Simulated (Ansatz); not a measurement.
# ZrB2W3: one candidate of a structure search

Where does this trial cell of ZrB2W3 go when cell and atoms are let free?

Method: DFT PBE, scalar-relativistic, plane waves, PAW, in Ansatz 0.2.0.

## Step 1: The system as given

It takes space group P6/mmm (No. 191, hexagonal). The conventional cell has a = 5.436 Å, b = 5.436 Å, c = 3.196 Å, α = 90.00°, β = 90.00°, γ = 120.00°. Zr (site symmetry 6/mmm) has 6 B at 3.14 Å and 12 W at 3.15 Å and 2 Zr at 3.20 Å as nearest neighbours. Around B (site symmetry -6m2) lie 6 W at 2.24 Å and 3 Zr at 3.14 Å. W (site symmetry mmm) has 4 B at 2.24 Å as nearest neighbours.

As a file:

```cif
data_structure
_symmetry_space_group_name_H-M 'P6/mmm'
_symmetry_Int_Tables_number 191
_cell_length_a 5.4364
_cell_length_b 5.4364
_cell_length_c 3.1956
_cell_angle_alpha 90.000
_cell_angle_beta 90.000
_cell_angle_gamma 120.000
_cell_volume 81.79
loop_
_atom_site_label
_atom_site_type_symbol
_atom_site_symmetry_multiplicity
_atom_site_Wyckoff_symbol
_atom_site_fract_x
_atom_site_fract_y
_atom_site_fract_z
_atom_site_occupancy
Zr1 Zr 1 b 0.00000 0.00000 0.50000 1
B1 B 2 d 0.33333 0.66667 0.50000 1
W1 W 3 f 0.00000 0.50000 0.00000 1
```

Recipe of the guess: species swapped into a database cell of TmB2Rh3 (P6/mmm, No. 191), with Zr on the Tm sites and W on the Rh sites. Its size is a rough estimate.

## Step 2: A first look at the guess

Input file input.yaml:

```yaml
crystal:
  lattice:
    - [5.43641167, 0.0, 0.0]
    - [-2.71820583, 4.70807061, 0.0]
    - [0.0, 0.0, 3.19557926]
  atoms:
    - { symbol: Zr, position: [0.0, 0.0, 0.5] }
    - { symbol: B, position: [0.33333333, 0.66666667, 0.5] }
    - { symbol: B, position: [0.66666667, 0.33333333, 0.5] }
    - { symbol: W, position: [0.0, 0.5, 0.0] }
    - { symbol: W, position: [0.5, 0.0, 0.0] }
    - { symbol: W, position: [0.5, 0.5, 0.0] }
basis:
  ecutwfc: 420
kpoints:
  mp_grid: { grid: [6, 6, 6] }
hamiltonian:
  xc: pbe
scf:
  occupations: { method: gaussian, width: 0.1 }
  lower_state_search: "off"
output:
  forces: true
  stress: true
  eigenvalues: true
```

The run is started by

```sh
$ ansatz run input.yaml --threads 1 --pin off --max-ram 2560MiB --backend cpu --events-out ev --progress --plain --runs-dir out
```

The session goes on with these runs: coarse relaxation; spin check on a coarse mesh; final relaxation.

**Question.** What will these runs give? Wanted: conventional cell; volume; energy over the elements; gap on the mesh.

The runs gave:

```
                              quantity                                                                       value
symmetry at the end (tolerance 0.05 Å)                                                space group P6/mmm (No. 191)
                     conventional cell  a = 5.409 Å, b = 5.409 Å, c = 3.381 Å, α = 90.00°, β = 90.00°, γ = 120.00°
                                volume                                                               14.28 Å³/atom
              energy over the elements                                                               -0.09 eV/atom
                       gap on the mesh                                                                none (metal)
```

In words: The space group P6/mmm (No. 191) is kept, and the volume per atom grows by 4.7 % from the first guess. A negative formation energy is needed for stability but isn't enough; other structures and compounds were not set against it here. No finished test with a distortion of lower symmetry is shown, so the end may be a saddle point. The runs treat W without spin-orbit coupling. Other magnetic orders were not searched.
